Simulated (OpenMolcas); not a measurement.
**La²⁺: CASSCF terms and fine-structure levels**

Which level of La²⁺ lies lowest, and where do the others fall? The reference wave functions come first, then spin-orbit coupling.

The numbers are computed with OpenMolcas 26.06 (state-averaged CASSCF, spin-orbit coupling by RASSI with atomic mean-field integrals), except any that are marked as measured or tabulated.

## (1) The system

| Item | Value |
| --- | --- |
| Species | La²⁺ (lanthanum, Z = 57, 55 electrons) |
| Basis | ANO-R0 [6s4p3d], 33 functions |
| Scalar Hamiltonian | X2C, finite nucleus |
| Inactive shells | 1s 2s 2p 3s 3p 3d 4s 4p 4d 5s 5p |
| Active space | 1 electron in 5 orbitals (5d) |
| Some configurations of this space | 5d |
| Orbitals | optimised for each spin and parity, averaged over all roots |

Outer shells as boxes (Hund's rule):

5d
```
5d [↑ ][  ][  ][  ][  ]
```

The work runs as a chain of OpenMolcas steps in one folder; each step below is one input file. Labels, J, g values, rates, χT and fits are worked out afterwards by a script from the matrices that RASSI stores.

## (2) One- and two-electron integrals

a.inp

```
&GATEWAY
Coord
1

La 0.0 0.0 0.0
Basis=ANO-R0
Group=XYZ
NoMove
AngMom=0.0 0.0 0.0
AMFI
&SEWARD
```

The run is started by

```console
> OMP_NUM_THREADS=1 MOLCAS_MEM=2252 MOLCAS_PROJECT=a pymolcas a.inp > a.log
```

## (3) Reference wave functions, doublets of even parity, 5 roots

a.inp

```
&RASSCF
FileOrb=start.orb
Symmetry=1
Spin=2
nActEl=1 0 0
Inactive=15 12
Ras2=5 0
CIRoot=5 5 1
SDav=5
CIMx=300
Iter=120 100
PrWF=0.3
OrbListing=Nothing
MaxOrb=0
Atom
>>> COPY $Project.JobIph JOB001
```

start.orb holds the contracted functions of the basis, ordered by shell, or the orbitals of the step before.

## (4) State interaction with spin-orbit coupling

a.inp

```
&RASSI
NrOfJobIphs=1 5
1 2 3 4 5
IphNames
JOB001
EJob
SpinOrbit
DIPRint=1.0
SOCoupling=1000.0
Subsets=2
MEES
Property=10
'ANGMOM' 1 'ANGMOM' 2 'ANGMOM' 3 'MLTPL  1' 1 'MLTPL  1' 2 'MLTPL  1' 3
'AMFI' 1 'AMFI' 2 'AMFI' 3 'MLTPL  2' 6
SOProperty=3
'ANGMOM' 1 'ANGMOM' 2 'ANGMOM' 3
```

Q: Predict the outcome of this session. Wanted: lowest level; first excited level; spin-orbit lowering of the lowest level; strongest of the lines computed, by gA.

As calculated:

| quantity | value |
| --- | --- |
| method | CASSCF |
| lowest level | 5d ²D_3/2, 100 % of that term, g = 0.800 |
| ground level listed by NIST | 2D3/2 |
| first excited level | 5d ²D_5/2 at 2166 cm⁻¹ |
| spin-orbit lowering of the lowest level | 1300 cm⁻¹ |
| strongest of the lines computed, by gA (one parity, so forbidden lines), at CASSCF energies | 5d ²D_5/2 → 5d ²D_3/2, 4616 nm, A = 1.10e-01 s⁻¹ |

In words: The multiplet ²D is regular. Only the configurations of the active space and the roots asked for are present. Levels of other configurations are missing from the list.
